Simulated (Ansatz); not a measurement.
HfWC₂, space group R-3m, a conversion between chain and input file

Program: Ansatz 0.2.0, Python API.

Run as a notebook:

In [1]:
```python
from pathlib import Path

import ansatz as az
```

In [2]:
```python
hfwc2 = (
    az.Lattice.from_parameters(3.17616, 3.17616, 15.63922, alpha=90, beta=90, gamma=120)
    .space_group(166)
    .atom("Hf", [0.0, 0.0, 0.0])
    .atom("W", [1 / 3, 2 / 3, 1 / 6])
    .atom("C", [0.0, 0.0, 0.24575])
    .primitive()
)
```

In [3]:
```python
hfwc2.resolved().tree()["lattice"]
```
Out [3]:
```text
((1.5880800000000004, 0.9168784154946615, 5.213073333333333),
 (-1.5880799999999995, 0.9168784154946615, 5.213073333333333),
 (-1.2488053128070816e-16, -1.8337568309893215, 5.213073333333333))
```

In [4]:
```python
model = hfwc2.calculation()
model = model.kpoints(mesh=(9, 9, 9))
model = model.occupations("fermi_dirac")
model = model.basis(35 * az.Ry)
model = model.functional("lda")
model = model.relax(force_tolerance=0.005)
Path("written.yaml").write_text(model.to_yaml())
back = az.Calculation.from_yaml("written.yaml")
print(back.to_python())
print("same input:", back.to_yaml() == model.to_yaml())
```
```text
(
    az.Lattice.from_parameters(3.17616, 3.17616, 15.63922, alpha=90.0, beta=90.0, gamma=120.0)
    .space_group(166)
    .atom("Hf", (0.0, 0.0, 0.0))
    .atom("W", (0.3333333333333333, 0.6666666666666666, 0.16666666666666666))
    .atom("C", (0.0, 0.0, 0.24575))
    .primitive()
    .calculation()
    .basis(cutoff=476.19925930478996)
    .kpoints(9, 9, 9)
    .functional("lda")
    .occupations(method="fermi_dirac")
    .relax(force_tolerance=0.005)
)

same input: True
```

`written.yaml`, as written:
```yaml
crystal:
  lattice:
    a: 3.17616
    b: 3.17616
    c: 15.63922
    alpha: 90.0
    beta: 90.0
    gamma: 120.0
  space_group: 166
  atoms:
    - { symbol: Hf, position: [0.0, 0.0, 0.0] }
    - { symbol: W, position: [0.3333333333333333, 0.6666666666666666, 0.16666666666666666] }
    - { symbol: C, position: [0.0, 0.0, 0.24575] }
  reduce_to_primitive: true
basis:
  ecutwfc: 476.19925930478996
kpoints:
  mp_grid:
    grid: [9, 9, 9]
hamiltonian:
  xc: lda
scf:
  occupations:
    method: fermi_dirac
relax:
  f_tol: 0.005
```

The input is only written out: it wasn't run, and its settings aren't tested. The structure comes from a database and needn't be a stable phase.
